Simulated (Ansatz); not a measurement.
# FH4NO2Ti: a ladder of functionals and wavefunction methods

An exercise on one series of results from a longer session: the logs are not shown, and one member is left open.

Program: Ansatz 0.2.0, Gaussian basis. Level of theory: functionals in def2-TZVPP, the program's frozen cores in correlated methods. These are calculated values, not measurements.

The runs, in order: LDA (SPW92), PBE-D4, revPBE-D4, BLYP-D4, r2SCAN-D4, B97M-V, PBE0-D4, B3LYP-D4, r2SCANh-D4, r2SCAN0-D4, HSE06-D4, BHLYP-D4, CAM-B3LYP-D4, LC-ωPBE, ωB97X-V, ωB97M-V, B2PLYP, PBE-QIDH; CCSD(T)/def2-SVP; CCSD(T)/def2-TZVPP; MP2/def2-QZVPP; extrapolation to the limit; RPA on PBE.

## The geometry

An earlier PBE0-D4 in a triple-zeta def2 set relaxation fixed the geometry.

SMILES `[NH2][Ti]([OH])([OH])[F]`, 9 atoms, charge 0, spin multiplicity 1.

Atoms are counted from 1 here; the program's logs count them from 0.

Bond lengths: N1–Ti2 1.873 Å, N1–H6 1.010 Å, N1–H7 1.010 Å, Ti2–O3 1.790 Å, Ti2–O4 1.789 Å, Ti2–F5 1.777 Å, O3–H8 0.957 Å, O4–H9 0.957 Å. Angles: Ti2–N1–H6 124.5°, Ti2–N1–H7 124.5°, H6–N1–H7 111.0°, N1–Ti2–O3 107.2°, N1–Ti2–O4 108.0°, N1–Ti2–F5 110.8°, O3–Ti2–O4 114.6°, O3–Ti2–F5 109.0°, O4–Ti2–F5 107.3°, Ti2–O3–H8 135.8°, Ti2–O4–H9 134.1°.

The first run:

Input file in.yaml:

```yaml
crystal:
  periodic: [false, false, false]
  atoms:
    - {symbol: N, position_ang: [-0.491710, 0.474962, -1.413810]}
    - {symbol: Ti, position_ang: [0.316225, 0.097633, 0.233105]}
    - {symbol: O, position_ang: [1.168004, -1.467068, 0.060239]}
    - {symbol: O, position_ang: [-0.956936, 0.116241, 1.490485]}
    - {symbol: F, position_ang: [1.497464, 1.354789, 0.659451]}
    - {symbol: H, position_ang: [-1.291322, 1.079734, -1.534172]}
    - {symbol: H, position_ang: [-0.192419, 0.091623, -2.298619]}
    - {symbol: H, position_ang: [1.085992, -2.339603, 0.444749]}
    - {symbol: H, position_ang: [-1.046799, 0.545290, 2.341670]}
basis:
  gaussian: {orbitals: def2-TZVPP}
hamiltonian: {xc: lda}
output: {orbitals: {seedname: orbitals}}
```

On the command line:

```sh
ansatz run in.yaml --threads 4 --pin off --events-out ev --progress --plain --max-ram 10444MiB
```

Steps of the session up to this table: LDA; PBE-D4 (GGA); revPBE-D4 (GGA); BLYP-D4 (GGA); r2SCAN-D4 (meta-GGA); B97M-V (meta-GGA); B3LYP-D4 (hybrid); r2SCANh-D4 (hybrid); r2SCAN0-D4 (hybrid); HSE06-D4 (hybrid); BHLYP-D4 (hybrid); CAM-B3LYP-D4 (range-separated); LC-ωPBE (range-separated); ωB97X-V (range-separated); ωB97M-V (range-separated); B2PLYP (double hybrid); PBE-QIDH (double hybrid).

One table of the session follows, with a row left open; its other results are not shown here.

It belongs to the step «Frontier levels by functional». 

| functional | HOMO (eV) | gap (eV) |
| --- | --- | --- |
| LDA (SPW92) | -6.35 | 3.64 |
| PBE-D4 | -6.14 | 3.68 |
| revPBE-D4 | -6.06 | 3.69 |
| BLYP-D4 | -6.03 | 3.64 |
| r2SCAN-D4 | -6.44 | 4.08 |
| B97M-V | -6.50 | 4.14 |
| PBE0-D4 | -7.59 | 6.16 |
| B3LYP-D4 | -7.36 | 5.60 |
| r2SCANh-D4 | -6.99 | 5.03 |
| r2SCAN0-D4 | -7.81 | 6.46 |
| HSE06-D4 | -7.18 | 5.36 |
| BHLYP-D4 | -8.96 | 8.70 |
| CAM-B3LYP-D4 | ? | ? |
| LC-ωPBE | -10.43 | 11.34 |
| ωB97X-V | -10.05 | 10.92 |
| ωB97M-V | -9.97 | 10.77 |

**Question.** Estimate the row for CAM-B3LYP-D4.

**Answer.** HOMO (eV): -9.05; gap (eV): 8.73. In the column «HOMO (eV)» it lies between ωB97M-V (-9.97) and BHLYP-D4 (-8.96).
